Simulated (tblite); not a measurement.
# C4H7F2N: the cost of one run

Programs: tblite 0.8.0 and PySCF 2.14.0, with density-fitted response routines of our own. Each step states its level of theory. These are calculated values for one molecule in the gas phase, unless marked as measured. Atoms count from 0, in the outputs and in this text.

## (1) Starting geometry

14 atoms, charge 0, multiplicity 1; geometry from: force field or distance geometry start.

Bonds of the start (Å): C0–C1 1.34, C1–C2 1.48, C2–N3 1.43, C2–C4 1.52, C4–F5 1.39, C4–F6 1.39, C0–H7 1.08, C0–H8 1.09, C1–H9 1.10, C2–H10 1.11, N3–H11 1.05, N3–H12 1.04, C4–H13 1.08.

## (2) Relaxing the molecule with GFN2-xTB

What the job is given:

```
{"job": {"kind": "relax", "xc": "GFN2-xTB", "basis": "xTB"}, "charge": 0, "multiplicity": 1}
C      2.099500     0.121400    -0.030100
C      0.923500    -0.404000     0.330600
C     -0.266900     0.064800    -0.416300
N     -0.976900    -1.086200    -0.881000
C     -1.193000     0.790900     0.551000
F     -0.453700     1.860300     1.052700
F     -2.228500     1.348500    -0.186900
H      3.019100    -0.158100     0.470100
H      2.113400     0.855500    -0.840500
H      0.858100    -1.139900     1.143100
H     -0.009300     0.697000    -1.286100
H     -1.947600    -1.190600    -0.495000
H     -0.416000    -1.960200    -0.825400
H     -1.522500     0.199800     1.391700
```

Command:

```bash
$ OMP_NUM_THREADS=1 python probes_run.py task.json out
```

One launch serves the whole session: the jobs run in the order shown.

**Question.** How long does this first job take on 1 thread of Intel Xeon at 2.50GHz, shared host, and how much memory does it need?

About 1.4 s, with a peak of 0.18 GiB.
